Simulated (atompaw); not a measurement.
# Ge: generating and testing a PAW (atompaw) potential

Task: generate the file, and judge it by its logarithmic derivatives, its ghosts and its cutoff.

Program: atompaw 4.2.0.5. Reference atom: LDA (PW92), scalar-relativistic, spherical and spin-unpolarised. All values are calculated.

### Step 1. The design

The settings as typed:

| Property | Result |
| --- | --- |
| element | germanium (Ge, Z = 32) |
| type | PAW |
| frozen core | [Ne] 3s2 |
| valence charge | 20 |
| reference configuration | 3p6 3d10 4s2 4p2 |
| partial waves | 4s (bound): rc 1.70 bohr; 4s channel at 4.45 Ry: rc 1.70 bohr; 3p (bound): rc 0.65 bohr; 4p (bound): rc 1.00 bohr; 3d (bound): rc 1.35 bohr; 3d channel at -1.7 Ry: rc 1.35 bohr |
| local potential | bessel scheme, radius 1.40 bohr |
| core correction | smooth core density matched at 1.60 bohr |
| augmentation charge | sinc compensation charge, radius 1.70 bohr; PAW radius 1.70 bohr; waves and projectors: custom rrkj gramschmidtortho |

The nodes and maxima of the atom's own shells, from an earlier all-electron run, set the scale for the radii.

All-electron outer shells of the reference configuration (LDA (PW92), scalar-relativistic, ld1.x):

| shell | level (eV) | outermost node (bohr) | outermost maximum (bohr) |
| --- | --- | --- | --- |
| 2p | -1198.05 | – | 0.14 |
| 3s | -167.74 | 0.26 | 0.54 |
| 3p | -115.39 | 0.23 | 0.54 |
| 3d | -29.56 | – | 0.50 |
| 4s | -11.95 | 0.77 | 1.73 |
| 4p | -4.05 | 0.82 | 2.19 |

### Step 2. The generation run

Ge.input reads:

```
Ge 32
LDA-PW scalarrelativistic loggrid 1500 logderivrange -10 5 376
4 4 3 0 0 0
4 1 2
0 0 0
c
c
c
v
c
v
v
v
2
1.70 1.70 1.40 1.60
y
4.45
n
n
y
-1.7
n
custom rrkj gramschmidtortho sinc
bessel
1.70
1.70
0.65
1.00
1.35
1.35
PWSCFOUT
UPFDX 0.0125d0 UPFXMIN -7.d0 UPFZMESH 32.d0
END
```

On the command line:

```
$ atompaw < Ge.input > Ge.log
```

Q: Predict the outcome of this session. Wanted: cutoffs for 10 and 1 mRy, occupied levels; bound ghosts; largest phase difference near zero energy, channels read; lowest eigenvalue of the overlap; share of valence orbitals outside the PAW sphere; UPF file.

As calculated:

```
                                                quantity                             value
               cutoffs for 10 and 1 mRy, occupied levels            200 Ry and over 300 Ry
                                            bound ghosts                        none found
largest phase difference near zero energy, channels read                         0.001 rad
         lowest eigenvalue of the overlap (Bessel basis)                         0.232 (p)
        share of valence orbitals outside the PAW sphere  4s 66 %, 3p 0 %, 4p 85 %, 3d 3 %
                                                UPF file                           written
```

**Reading.** The potential is very hard: the looser tolerance needs 200 Ry. The tighter tolerance needs over 300 Ry, and converged work needs a cutoff nearer that. The slowest occupied level is 3p: taken alone it needs 200 Ry to come within 1 mRy, against 140 Ry for 4p. It is free of bound ghosts as far as tested. Near zero energy the phases of the channels with partial waves agree within 0.001 rad. These are tests on the free atom; a crystal test is still owed.
